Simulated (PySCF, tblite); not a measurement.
**F₂GeH₂O₂, a small molecule taken as a stand-in for a surface group (Ge site with back bonds O, O, F): NMR shifts, core binding energies and electronic excitations**

Wanted: the NMR shifts, core binding energies and electronic excitations for `[OH][Ge]([OH])([F])[F]`.

Programs: tblite 0.8.0 and PySCF 2.14.0. All values are calculated, for the isolated system unless a continuum is named. Atoms count from 0, parts from 1.

## Step 1: Starting point

7 atoms, charge 0, multiplicity 1; geometry: distance geometry start.

## Step 2: Relaxing the cluster with GFN2-xTB

Job settings and geometry (Å):

```
{"job": {"kind": "relax", "xc": "GFN2-xTB", "basis": "xTB"}, "charge": 0, "multiplicity": 1}
Ge    -0.642652    -1.050263     0.700029
O     -1.423802    -0.535674    -0.927221
O      0.349817     0.345020     1.394804
F     -1.896738    -1.540584     1.796462
F      0.425727    -2.436614     0.387202
H     -0.918413    -0.333150    -1.718249
H      0.139970     1.272771     1.237981
```

Level: GFN2-xTB geometry optimisation, gas phase.

Launch:

```sh
$ OMP_NUM_THREADS=1 python cluster_run.py task.json out
```

One launch serves the whole session: the jobs run in the order shown.

Output:

```text
step      E/eV     max force
  0    -561.92984    2.079
  1    -562.07767    1.473
  2    -562.32296    2.125
  3    -562.40260    0.934
  4    -562.44206    0.639
  5    -562.47011    0.288
  6    -562.47336    0.206
  7    -562.47845    0.183
  8    -562.48326    0.213
  9    -562.48601    0.161
 10    -562.48793    0.132
 11    -562.48950    0.168
 12    -562.49222    0.208
 13    -562.49539    0.177
 14    -562.49718    0.115
 15    -562.49788    0.074
 16    -562.49850    0.084
 17    -562.49960    0.151
 18    -562.50190    0.250
 19    -562.50571    0.376
 20    -562.51059    0.394
 21    -562.51725    0.329
 22    -562.52299    0.174
 23    -562.51920    0.800
 24    -562.52989    0.247
 25    -562.53363    0.198
 26    -562.51714    1.252
 27    -562.53728    0.073
 28    -562.53931    0.070
 29    -562.52406    1.246
 30    -562.54188    0.072
 31    -562.54372    0.087
 32    -562.52650    1.289
 33    -562.54610    0.090
 34    -562.54778    0.115
 35    -562.52979    1.303
 36    -562.55023    0.112
 37    -562.55188    0.136
 38    -562.53417    1.308
 39    -562.55459    0.126
 40    -562.55634    0.148
 41    -562.54206    1.261
 42    -562.55962    0.136
 43    -562.56162    0.161
 44    -562.55024    1.231
 45    -562.56573    0.147
 46    -562.56803    0.174
 47    -562.56262    1.092
 48    -562.57333    0.158
 49    -562.57570    0.183
 50    -562.57767    0.705
 51    -562.58154    0.176
 52    -562.58306    0.152
 53    -562.58557    0.229
 54    -562.58646    0.115
 55    -562.58773    0.122
 56    -562.58968    0.129
 57    -562.59217    0.110
 58    -562.59362    0.169
 59    -562.59427    0.282
 60    -562.59598    0.108
 61    -562.59659    0.104
 62    -562.59710    0.105
 63    -562.59769    0.090
 64    -562.59823    0.097
 65    -562.59852    0.093
 66    -562.59882    0.069
 67    -562.59921    0.041
 68    -562.59981    0.040
 69    -562.60029    0.032
 70    -562.60043    0.019
 71    -562.60048    0.050
 72    -562.60054    0.022
 73    -562.60060    0.028
 74    -562.60066    0.047
 75    -562.60079    0.072
 76    -562.60102    0.084
 77    -562.60128    0.073
 78    -562.60155    0.054
 79    -562.60190    0.050
 80    -562.60258    0.083
 81    -562.60385    0.158
 82    -562.60539    0.126
 83    -562.60556    0.451
 84    -562.58710    1.460
 85    -562.59556    0.533
 86    -562.60552    0.410
 87    -562.60272    0.621
 88    -562.60871    0.198
 89    -562.60974    0.240
 90    -562.61081    0.073
 91    -562.61169    0.153
 92    -562.61349    0.245
 93    -562.61633    0.264
 94    -562.61779    0.199
 95    -562.61858    0.218
 96    -562.61978    0.162
 97    -562.62015    0.292
 98    -562.62092    0.169
 99    -562.62183    0.071
100    -562.62267    0.099
101    -562.62354    0.190
102    -562.62429    0.064
103    -562.62482    0.100
104    -562.62520    0.054
105    -562.62557    0.053
106    -562.62617    0.046
107    -562.62678    0.045
108    -562.62733    0.045
109    -562.62735    0.163
110    -562.62773    0.026
111    -562.62780    0.023
112    -562.62791    0.030
113    -562.62798    0.027
114    -562.62807    0.050
115    -562.62812    0.008
116    -562.62813    0.002
```

It took 0.94 s on 1 thread of Arm Neoverse V1, shared host.

The steps of the relaxation: (the energy doesn't fall at every step)

```csv
step,energy from step 0 (eV),largest force (eV/Å)
0,0.0000,2.0792
4,-0.5122,0.6390
8,-0.5534,0.2134
12,-0.5624,0.2072
16,-0.5687,0.0837
20,-0.5807,0.3936
24,-0.6001,0.2478
28,-0.6095,0.0698
32,-0.5967,1.2892
36,-0.6204,0.1119
40,-0.6265,0.1484
44,-0.6204,1.2316
48,-0.6435,0.1590
52,-0.6532,0.1524
56,-0.6598,0.1285
60,-0.6661,0.1080
64,-0.6684,0.0969
68,-0.6700,0.0394
72,-0.6707,0.0222
76,-0.6712,0.0839
80,-0.6727,0.0827
84,-0.6573,1.4598
88,-0.6789,0.1976
92,-0.6836,0.2447
96,-0.6899,0.1619
100,-0.6928,0.0990
104,-0.6954,0.0544
108,-0.6975,0.0448
112,-0.6981,0.0297
116,-0.6983,0.0022
```

Distances of close pairs at the start and the end, largest changes first:

```csv
bond,before (Å),after (Å),change (Å)
Ge0–O1,1.877,1.678,-0.199
Ge0–O2,1.848,1.678,-0.169
Ge0–F4,1.778,1.716,-0.062
Ge0–F3,1.736,1.716,-0.020
O2–H6,0.964,0.959,-0.005
O1–H5,0.960,0.959,-0.002
```

## Step 3: Geometry optimisation at PBE0-D3(BJ)/def2-SVP

Job settings and geometry (Å):

```
{"job": {"xc": "PBE0", "basis": "def2-SVP", "d3": "d3bj", "grid": 2, "kind": "geom", "shake": 0.01}, "charge": 0, "multiplicity": 1}
Ge     0.006055    -0.128776     0.058390
O     -0.449105     0.209906    -1.539189
O      0.624424     1.267117     0.751832
F     -1.322532    -0.678862     0.951418
F      1.066793    -1.436711     0.139314
H     -0.830929    -0.488084    -2.060491
H      0.935911     1.221405     1.675879
```

Output:

```text
step   0  E = -2427.31706756  max force = 0.033147
step   1  E = -2427.31921248  max force = 0.016876
step   2  E = -2427.32183729  max force = 0.005215
step   3  E = -2427.32198143  max force = 0.001140
step   4  E = -2427.32199775  max force = 0.000395
step   5  E = -2427.32200201  max force = 0.000156
optimisation converged
```

It took 27 s on 1 thread of Arm Neoverse V1, shared host; peak memory 0.5 GiB.

Relaxation path:

```csv
step,energy from step 0 (eV),largest force component (eV/Å)
0,0.0000,1.7045
1,-0.0584,0.8678
2,-0.1298,0.2682
3,-0.1337,0.0586
4,-0.1342,0.0203
5,-0.1343,0.0080
```

Distances of close pairs at the start and the end, largest changes first:

```csv
bond,before (Å),after (Å),change (Å)
Ge0–O2,1.677,1.732,+0.055
Ge0–O1,1.695,1.732,+0.037
Ge0–F4,1.686,1.721,+0.035
Ge0–F3,1.693,1.721,+0.029
O1–H5,0.951,0.964,+0.013
O2–H6,0.976,0.964,-0.012
```

The next job starts from the end point, and lists it.

```csv
at the end point,value
point group (found at 0.08 Å tolerance),C2v
"rotational constants (GHz, main isotopes)","3.565, 3.456, 3.377"
dipole moment (D),0.28
```

## Step 4: NMR shieldings: PBE0/pcSseg-2

Job settings and geometry (Å):

```
{"job": {"kind": "nmr", "xc": "PBE0", "basis": "pcSseg-2"}, "charge": 0, "multiplicity": 1}
Ge     0.001746    -0.056812     0.005997
O     -0.429227     0.302409    -1.632853
O      0.654060     1.386972     0.706570
F     -1.348304    -0.636143     0.902873
F      1.119955    -1.362513     0.089560
H     -0.798764    -0.452744    -2.104764
H      0.899237     1.284101     1.633346
```

Method: GIAO PBE0/pcSseg-2 NMR shielding, non-relativistic, gas phase.

Output:

```text
coarse grid: 33320 points
cycle   1  E = -2427.7746465336  dE = -1.055e-01  |g| = 1.618e+00  |ddm| = 2.166e+00
cycle   2  E = -2427.3258937081  dE =  4.488e-01  |g| = 2.419e+00  |ddm| = 1.501e+00
cycle   3  E = -2428.0680233478  dE = -7.421e-01  |g| = 1.278e-01  |ddm| = 9.937e-01
cycle   4  E = -2428.0692044111  dE = -1.181e-03  |g| = 1.073e-01  |ddm| = 9.899e-02
cycle   5  E = -2428.0709839358  dE = -1.780e-03  |g| = 1.153e-02  |ddm| = 4.289e-02
cycle   6  E = -2428.0710020038  dE = -1.807e-05  |g| = 3.271e-03  |ddm| = 5.918e-03
cycle   7  E = -2428.0710030343  dE = -1.030e-06  |g| = 8.900e-04  |ddm| = 1.209e-03
final grid: 69408 points
cycle   8  E = -2428.0710459745  dE = -3.851e-07  |g| = 1.042e-03  |ddm| = 1.404e-03
cycle   9  E = -2428.0710458978  dE =  7.669e-08  |g| = 1.277e-03  |ddm| = 7.763e-04
cycle  10  E = -2428.0710460939  dE = -1.962e-07  |g| = 1.394e-04  |ddm| = 4.506e-04
cycle  11  E = -2428.0710460962  dE = -2.272e-09  |g| = 2.343e-05  |ddm| = 5.697e-05
cycle  12  E = -2428.0710460963  dE = -4.820e-11  |g| = 6.180e-06  |ddm| = 1.130e-05
converged SCF energy = -2428.0710460963

GIAO shielding tensors (ppm)
atom      isotropic    diamagn.    paramagn.     s11        s22        s33       span
  0 Ge    1406.815    2756.341   -1349.526   1333.268   1379.441   1507.735    174.468
  1 O      294.499     379.688     -85.189    274.280    280.712    328.506     54.226
  2 O      294.482     379.738     -85.256    274.256    280.702    328.487     54.232
  3 F      335.216     468.585    -133.369    285.744    304.192    415.710    129.966
  4 F      335.119     468.532    -133.413    285.546    304.154    415.656    130.110
  5 H       29.506      29.721      -0.215     20.525     23.562     44.432     23.907
  6 H       29.506      29.748      -0.242     20.524     23.565     44.429     23.905
```

Run time: 28 s. Hardware: 1 thread of Arm Neoverse V1, shared host; peak memory 0.93 GiB.

The references, computed at this level on geometries of the same kind, shield at (ppm): ¹H TMS 31.25, ¹⁹F CFCl3 175.8, ¹⁷O H2O 328.2, ⁷³Ge GeMe4 1337. Their shielding less the atom's gives the shift. The references are single molecules in the gas phase, so shifts against H2O, NH3, PH3, H3PO4 or CFCl3 are not on the usual liquid scales and can be off by tens of ppm. Atoms listed in one row are averaged.

```csv
atoms,environment,σ (ppm),δ (ppm)
"H5, H6",hydrogen on an oxygen bonded to Ge,29.51,1.74
Ge0,"germanium bonded to 2 F, 2 O",1407,-70
"O1, O2","oxygen bonded to Ge, H",294.5,33.7
"F3, F4",fluorine bonded to Ge,335.2,-159.4
```

The run also stored atomic charges by several schemes (e):

```csv
atoms,Mulliken,IAO,Hirshfeld,ESP fit
Ge0,1.36,1.77,0.71,1.14
"O1, O2",-0.47,-0.75,-0.30,-0.60
"F3, F4",-0.43,-0.52,-0.24,-0.37
```

Mayer bond orders: Ge0–O1 1.10, Ge0–O2 1.10, Ge0–F3 0.90, Ge0–F4 0.90.

The fields below are evaluated on a grid from the run's orbitals.

Frontier orbitals at PBE0/pcSseg-2, with the share of their density that lies nearest to each atom:

```csv
orbital,energy (eV),lies on
HOMO,-10.19,"O1, O2 about 43 % each"
LUMO,-1.07,"Ge0 20 %; H5, H6 about 16 % each; O1, O2 about 12 % each"
```

ELF in a plane through or near 5 of the atoms.

Ten even steps from '0' (0.00) to '9' (0.98):
```
0000000000000000000000000000
0000000000000000000000000000
0000000000000000000000000000
0000000000000000000000000000
0000000000000000000000000000
0000000000000000000000000000
0000000000000000000000000000
0000000000001111000000000000
0000002211111551111122000000
0000038864523433254688300000
0000159987741762477899510000
0000149995584114845999410000
0000014674476116724764100000
0000001488975005798841000000
0000001378863003688731000000
0000000145531001355410000000
0000000001100000011000000000
0000000000000000000000000000
0000000000000000000000000000
0000000000000000000000000000
```
The map spans 9.7 Å across and 7.6 Å up, centred on the molecule. Atoms in the plane (x, y in Å): Ge0 (0.0, 0.1), O1 (1.4, -0.9), O2 (-1.4, -0.9), H5 (2.2, -0.4), H6 (-2.2, -0.4).

log10 of the density (e/Å³) in the same plane.

Ten even steps from ' ' (-4.0) to '@' (2.2):
```
                                                        
                                                        
                      ............                      
                    ..::::::::::::....                  
                ....::------------::....                
              ....::----========----::....              
            ....::::--====++++====--::::....            
        ....::::----====++++++++====----::::..          
        ..::----======++**%%%%**++======----::..        
      ..::--==++++++++**##@@@@##**++++++++==--::..      
      ..::--++************%%%%##**********++--::..      
      ..--==++**######************######**++==--..      
      ..::--++++##%%@@##**++++**##%%####++++--::..      
        ::--==++********++====++********++==::::        
        ..::--==++++++++==----==++++++++==--::..        
        ....::--========--::::--========--::....        
            ..::::::--::::....::::----::::..            
              ............    ............              
                                                        
                                                        
```
The map spans 9.7 Å across and 7.6 Å up, centred on the molecule. Atoms in the plane (x, y in Å): Ge0 (0.0, 0.1), O1 (1.4, -0.9), O2 (-1.4, -0.9), H5 (2.2, -0.4), H6 (-2.2, -0.4).

On the surface of density 0.002 e/bohr³ the electrostatic potential runs, from the 1st to the 99th percentile, from -0.95 V near O1 to 3.06 V near H6.

## Step 5: Core-electron binding energies: SCAN, X2C

The job, as its differences from that of step 4:

```diff
@@ -1,2 +1,2 @@
-{"job": {"kind": "nmr", "xc": "PBE0", "basis": "pcSseg-2"}, "charge": 0, "multiplicity": 1}
+{"job": {"kind": "xps", "holes": 5}, "charge": 0, "multiplicity": 1}
 Ge     0.001746    -0.056812     0.005997
```

Method: delta-SCF UKS SCAN, pcX-2 on the ionised atom, pcseg-1 elsewhere, spin-free X2C.

Output:

```text
ground state, core basis on atom 1 (O), 124 functions
  cycle   1  E = -2445.31176064  |g| = 1.20e+00
  cycle   2  E = -2444.67216197  |g| = 2.20e+00
  cycle   3  E = -2445.55208575  |g| = 2.34e-01
  cycle   4  E = -2445.55986177  |g| = 1.28e-01
  cycle   5  E = -2445.56242531  |g| = 1.07e-02
  cycle   6  E = -2445.56243591  |g| = 7.76e-03
  cycle   7  E = -2445.56244644  |g| = 4.67e-03
  cycle   8  E = -2445.56245124  |g| = 5.93e-04
  cycle   9  E = -2445.56244821  |g| = 5.47e-05
  E(ground) = -2445.68670137 Eh
hole in O 1s of atom 1
  cycle   1  E = -2424.91349046  |g| = 2.22e+00
  cycle   2  E = -2424.49321941  |g| = 2.19e+00
  cycle   3  E = -2425.63230511  |g| = 5.42e-01
  cycle   4  E = -2425.64514802  |g| = 4.87e-01
  cycle   5  E = -2425.72241568  |g| = 6.95e-02
  cycle   6  E = -2425.72279022  |g| = 6.13e-02
  cycle   7  E = -2425.72425055  |g| = 4.94e-03
  cycle   8  E = -2425.72426099  |g| = 1.25e-03
  cycle   9  E = -2425.72426252  |g| = 4.21e-04
  E(ion) = -2425.85107435 Eh   <S^2> = 0.7623   hole on atom = 1.000   binding energy = 539.755 eV
ground state, core basis on atom 3 (F), 124 functions
  cycle   1  E = -2445.57062569  |g| = 1.53e-01
  cycle   2  E = -2445.56445051  |g| = 2.14e-01
  cycle   3  E = -2445.57192019  |g| = 5.77e-02
  cycle   4  E = -2445.57245045  |g| = 1.60e-02
  cycle   5  E = -2445.57249485  |g| = 2.51e-03
  cycle   6  E = -2445.57249226  |g| = 8.78e-04
  cycle   7  E = -2445.57249283  |g| = 1.76e-04
  E(ground) = -2445.70224474 Eh
hole in F 1s of atom 3
  cycle   1  E = -2419.21787011  |g| = 2.59e+00
  cycle   2  E = -2419.07573790  |g| = 2.19e+00
  cycle   3  E = -2419.98282803  |g| = 6.00e-01
  cycle   4  E = -2419.99897093  |g| = 5.50e-01
  cycle   5  E = -2420.11646598  |g| = 9.09e-02
  cycle   6  E = -2420.11838243  |g| = 5.95e-02
  cycle   7  E = -2420.11958614  |g| = 4.32e-03
  cycle   8  E = -2420.11959135  |g| = 1.33e-03
  cycle   9  E = -2420.11959224  |g| = 4.74e-04
  E(ion) = -2420.25700047 Eh   <S^2> = 0.7571   hole on atom = 1.000   binding energy = 692.400 eV
```

Wall time 8.7 s (1 thread of Arm Neoverse V1, shared host); peak memory 0.51 GiB.

The holes in one table. −ε is the ground-state orbital energy:

```csv
hole,stands for,environment,ΔSCF (eV),−ε (eV),⟨S²⟩
O1s on O1,"O1, O2","oxygen bonded to Ge, H",539.75,517.9,0.762
F1s on F3,"F3, F4",fluorine bonded to Ge,692.40,666.7,0.757
```

Each hole run stands for the others of its class of like atoms.

## Step 6: Excited states and response: CAM-B3LYP/def2-SVPD

The job, as its differences from that of step 5:

```diff
@@ -1,2 +1,2 @@
-{"job": {"kind": "xps", "holes": 5}, "charge": 0, "multiplicity": 1}
+{"job": {"kind": "uv", "xc": "CAM-B3LYP", "basis": "def2-SVPD", "nstates": 6, "ntriplets": 2, "ip": true}, "charge": 0, "multiplicity": 1}
 Ge     0.001746    -0.056812     0.005997
```

With the program's defaults for keys left out, this is: TDDFT CAM-B3LYP/def2-SVPD, vertical, gas phase, core orbitals frozen in the response.

Output:

```text
coarse grid: 33320 points
cycle   1  E = -2427.7689522728  dE = -1.355e-01  |g| = 1.174e+00  |ddm| = 3.402e+00
cycle   2  E = -2427.6161545738  dE =  1.528e-01  |g| = 1.568e+00  |ddm| = 2.745e+00
cycle   3  E = -2428.0024196794  dE = -3.863e-01  |g| = 5.364e-02  |ddm| = 1.416e+00
cycle   4  E = -2428.0027165956  dE = -2.969e-04  |g| = 3.774e-02  |ddm| = 8.084e-02
cycle   5  E = -2428.0029420818  dE = -2.255e-04  |g| = 8.795e-03  |ddm| = 3.090e-02
cycle   6  E = -2428.0029559075  dE = -1.383e-05  |g| = 1.378e-03  |ddm| = 1.015e-02
cycle   7  E = -2428.0029562071  dE = -2.996e-07  |g| = 5.797e-04  |ddm| = 1.900e-03
final grid: 69408 points
cycle   8  E = -2428.0029824139  dE = -6.230e-08  |g| = 5.650e-04  |ddm| = 1.572e-03
cycle   9  E = -2428.0029824105  dE =  3.401e-09  |g| = 5.588e-04  |ddm| = 8.613e-04
cycle  10  E = -2428.0029824498  dE = -3.926e-08  |g| = 7.149e-05  |ddm| = 4.312e-04
cycle  11  E = -2428.0029824506  dE = -7.794e-10  |g| = 7.832e-06  |ddm| = 6.047e-05
converged SCF energy = -2428.0029824506

Static polarisability (au): isotropic 35.205, principal 32.810 34.989 37.816

Singlet excitations
state   eV       nm        f      main configurations
  1   7.5443    164.3   0.00001   H->L 0.90
  2   7.9430    156.1   0.07043   H-1->L 0.85, H->L+1 0.09
  3   8.6353    143.6   0.06399   H-2->L 0.90
  4   8.9835    138.0   0.20176   H-3->L 0.89
  5   9.3468    132.6   0.06780   H-4->L 0.61, H->L+1 0.22
  6   9.5254    130.2   0.00001   H-5->L 0.55, H-1->L+1 0.21, H->L+2 0.14

Triplet excitations (Tamm-Dancoff, eV): 7.0470 7.3247
Vertical ionisation energy (delta-SCF) = 13.0153 eV
Vertical electron affinity (delta-SCF) = -0.2939 eV
```

Wall time 62 s (1 thread of Arm Neoverse V1, shared host); peak memory 0.72 GiB.

The orbitals next to the gap, with their largest atomic shares:

```csv
orbital,eV,atoms
HOMO−3,-12.91,"O2 33 %, O1 33 %, F3 11 %"
HOMO−2,-12.70,"O1 33 %, O2 32 %, F3 13 %"
HOMO−1,-12.19,"O2 38 %, O1 38 %, F4 7 %"
HOMO,-11.84,"O1 43 %, O2 43 %, Ge0 4 %"
LUMO,-0.47,"Ge0 44 %, O2 14 %, O1 14 %"
LUMO+1,1.06,"O1 26 %, O2 26 %, H5 13 %"
LUMO+2,2.07,"O2 20 %, O1 20 %, Ge0 16 %"
```

With each of the 6 states as a Gaussian band of 0.4 eV half-width at 1/e, the curve within the window shown has maxima at 155 nm (ε 3,000), 138 nm (ε 11,000) L/(mol cm). Beyond the last state computed it falls off for lack of states. The curve at chosen wavelengths:

(nm, ε (L/mol/cm)): (126, 754), (128, 1842), (130, 3598), (132, 5876), (134, 8241), (136, 10017), (138, 10583), (141, 9006), (143, 7069), (145, 5186), (147, 3796), (149, 3052), (151, 2857), (153, 2947), (155, 3022), (157, 2881), (159, 2488), (161, 1934), (163, 1357), (166, 666), (168, 372), (170, 191), (172, 91), (174, 41), (176, 17), (178, 7)

Further results of this job:

```csv
property,computed
dipole moment (D),0.18
polarisability (Å³),5.22
HOMO–LUMO gap (eV),11.37
−ε(HOMO) (eV),11.84
```

## Step 7: Outcome

| quantity | value |
| --- | --- |
| point group | C2v |
| rotational constants (main isotopes) | 3.57, 3.46, 3.38 GHz |
| ¹H shifts against TMS (PBE0/pcSseg-2, means over atoms taken as alike) | 1.74 ppm |
| ⁷³Ge shifts against GeMe4 (PBE0/pcSseg-2) | -70 ppm |
| ¹⁷O shifts against H2O (PBE0/pcSseg-2, means over atoms taken as alike) | 33.7 ppm |
| ¹⁹F shifts against CFCl3 (PBE0/pcSseg-2, means over atoms taken as alike) | -159.4 ppm |
| surface potential, 1st and 99th percentile | -0.95 V and 3.06 V |
| O1s binding energies, SCAN/pcX-2 | O1 539.75 eV |
| F1s binding energies, SCAN/pcX-2 | F3 692.40 eV |
| lowest singlet (CAM-B3LYP/def2-SVPD) | 7.54 eV (164 nm), f = 0.000 |
| brightest single state of those computed | state 4, 8.98 eV, f = 0.202 |
| lowest triplet | 7.05 eV |
| vertical ionisation energy (ΔSCF) | 13.02 eV |
| vertical electron affinity (ΔSCF) | -0.29 eV (unbound: the value hangs on the basis) |

In words: The optimisation took 5 steps and gained 0.134 eV; among the close pairs (by a distance rule), Ge0–O2 changed most, from 1.677 to 1.732 Å (PBE0/def2-SVP). No frequency check was run at this level, so the end point may be a saddle. At PBE0/pcSseg-2: The largest span, 174 ppm, is at Ge0, where the paramagnetic term is -1350 ppm. By nearest atom (PBE0/pcSseg-2), the HOMO sits on O1, O2 about 43 % each and the LUMO on Ge0 20 %; H5, H6 about 16 % each. The lowest singlet, at 7.54 eV, is HOMO→LUMO 0.90 and is dark; of the 6 states computed, the strongest absorption comes from state 4 at 8.98 eV. The lowest triplet lies 0.50 eV below the lowest singlet (triplets in Tamm-Dancoff, singlets in full TDDFT). The orbital energy would give 11.84 eV for ionisation, ΔSCF gives 13.02 eV. Spin-orbit coupling is left out, which matters for shieldings and couplings at and beside the heavy atoms.
